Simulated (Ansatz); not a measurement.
# CH4BFO2: basis-set convergence

The task here is to estimate one member of a computed series from the others.

Computed with Ansatz 0.2.0, Gaussian basis. Level: one geometry, several basis sets.

Plan: PBE0-D4/def2-SVP; ωB97M-V/def2-SVP; PBE0-D4/def2-QZVPP; ωB97M-V/def2-QZVPP; the functionals' def2-TZVPP values are taken from earlier runs.

### The geometry

An earlier PBE0-D4 in a triple-zeta def2 set relaxation fixed the geometry.

SMILES `COB(O)F`, 9 atoms, charge 0, spin multiplicity 1.

Atoms are counted from 1 here; the program's logs count them from 0.

Bond lengths: C1–O2 1.414 Å, C1–H6 1.092 Å, C1–H7 1.091 Å, C1–H8 1.092 Å, O2–B3 1.344 Å, B3–O4 1.361 Å, B3–F5 1.336 Å, O4–H9 0.959 Å. Angles: O2–C1–H6 108.8°, O2–C1–H7 111.8°, O2–C1–H8 108.7°, H6–C1–H7 109.3°, H6–C1–H8 108.7°, H7–C1–H8 109.4°, C1–O2–B3 122.2°, O2–B3–O4 122.7°, O2–B3–F5 117.4°, O4–B3–F5 119.9°, B3–O4–H9 112.6°.

Set-up of the first run:

in.yaml reads:

```yaml
crystal:
  periodic: [false, false, false]
  atoms:
    - {symbol: C, position_ang: [-0.649296, 0.491286, -1.085911]}
    - {symbol: O, position_ang: [-0.487007, 0.689608, 0.304588]}
    - {symbol: B, position_ang: [0.320440, -0.085066, 1.049489]}
    - {symbol: O, position_ang: [1.040437, -1.114319, 0.524673]}
    - {symbol: F, position_ang: [0.401544, 0.187733, 2.355316]}
    - {symbol: H, position_ang: [-1.701494, 0.285229, -1.291436]}
    - {symbol: H, position_ang: [-0.040683, -0.337734, -1.451213]}
    - {symbol: H, position_ang: [-0.363076, 1.407038, -1.606624]}
    - {symbol: H, position_ang: [1.567734, -1.570076, 1.184018]}
basis:
  gaussian: {orbitals: def2-SVP}
hamiltonian: {xc: pbe0, dispersion: d4}
output: {orbitals: {seedname: orbitals}}
```

Steps of the session up to this table: PBE0-D4 in def2-SVP; ωB97M-V in def2-SVP; PBE0-D4 in def2-QZVPP; ωB97M-V in def2-QZVPP.

One of the session's tables, all rows but one given; the rest of the session is left out.

It belongs to the step «Density functionals: the series». 

| functional | basis | HOMO (eV) | LUMO (eV) |
| --- | --- | --- | --- |
| PBE0-D4 | def2-SVP | -8.62 | 1.59 |
| PBE0-D4 | def2-TZVPP | -8.81 | 0.67 |
| PBE0-D4 | def2-QZVPP | -8.85 | 0.43 |
| ωB97M-V | def2-SVP | -11.02 | 3.23 |
| ωB97M-V | def2-TZVPP | -11.22 | 1.99 |
| ωB97M-V | def2-QZVPP | ? | ? |

**Question.** Estimate the row for ωB97M-V, def2-QZVPP.

The run gave: HOMO (eV): -11.26; LUMO (eV): 1.58. In the column «HOMO (eV)» it is the lowest.
